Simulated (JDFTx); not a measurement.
Write the native input for JDFTx 1.7.0 (patched build) that does the following.

* Task: single point
* Functional: BP86
* Potentials or basis: PseudoDojo-SR-PBE-0.5-standard with smoothed tails
* Cutoff: 1143 eV
* Density cutoff: 4572 eV
* k mesh: 1 × 1 × 1
* Occupations: fixed
* Spin: no spin polarisation
* Coulomb boundary: Isolated
* Centre of the truncation: 0.501083 0.501400 0.502833
* Check on overlapping cores: none
* Local potential set to -Z/r beyond: 6 bohr
* Bands: 21
* Density cutoff over wavefunction cutoff: 4
* Max SCF steps: 100
* SCF threshold on the energy: 1e-07 Ha
* Solver of the electrons: minimize
* Further solve for the empty bands: yes

Molecule: BNCFSH3, in a box.

```
B N C F S H
1.0
    12.00000    0.00000    0.00000
     0.00000   15.00000    0.00000
     0.00000    0.00000   12.00000
B N C F S H
1 1 1 1 1 3
Direct
  0.50301 0.64103 0.54014
  0.50753 0.55201 0.51610
  0.51189 0.47139 0.50123
  0.51052 0.43569 0.39872
  0.52044 0.39099 0.60694
  0.41398 0.67545 0.55313
  0.58818 0.68214 0.54714
  0.52212 0.32066 0.53785
```

These files were run (other wordings do the same):

BH3CSNF.in

```
lattice \
   12.0000000000     0.0000000000     0.0000000000 \
    0.0000000000    15.0000000000     0.0000000000 \
    0.0000000000     0.0000000000    12.0000000000
latt-scale 1.889726124626 1.889726124626 1.889726124626
coords-type Lattice
ion B      0.5030083300     0.6410333300     0.5401416700 1
ion N      0.5075333300     0.5520133300     0.5161000000 1
ion C      0.5118916700     0.4713933300     0.5012333300 1
ion F      0.5105166700     0.4356866700     0.3987250000 1
ion S      0.5204416700     0.3909933300     0.6069416700 1
ion H      0.4139833300     0.6754466700     0.5531333300 1
ion H      0.5881833300     0.6821400000     0.5471416700 1
ion H      0.5221250000     0.3206600000     0.5378500000 1

ion-species pseudo/B.upf
ion-species pseudo/N.upf
ion-species pseudo/C.upf
ion-species pseudo/F.upf
ion-species pseudo/S.upf
ion-species pseudo/H.upf
elec-cutoff 42
elec-ex-corr gga-x-b88 gga-c-p86
kpoint-folding 1 1 1
elec-n-bands 21
electronic-minimize nIterations 100 energyDiffThreshold 1e-07
coulomb-interaction Isolated
coulomb-truncation-embed 0.501083 0.501400 0.502833
core-overlap-check none
converge-empty-states yes
forces-output-coords Cartesian

dump-name run.$VAR
dump End Ecomponents EigStats BandEigs Kpoints Forces Dipole
```

Potentials or basis: PseudoDojo-SR-PBE-0.5-standard with smoothed tails.

Run with:

```sh
$ jdftx -c 1 -i BH3CSNF.in -o BH3CSNF.out
```

It gave:

The gap between the frontier levels is 4.87 eV.

It took 7.1 min on 1 thread of Arm Neoverse V1, on a shared host, peak memory 1.6 GiB.
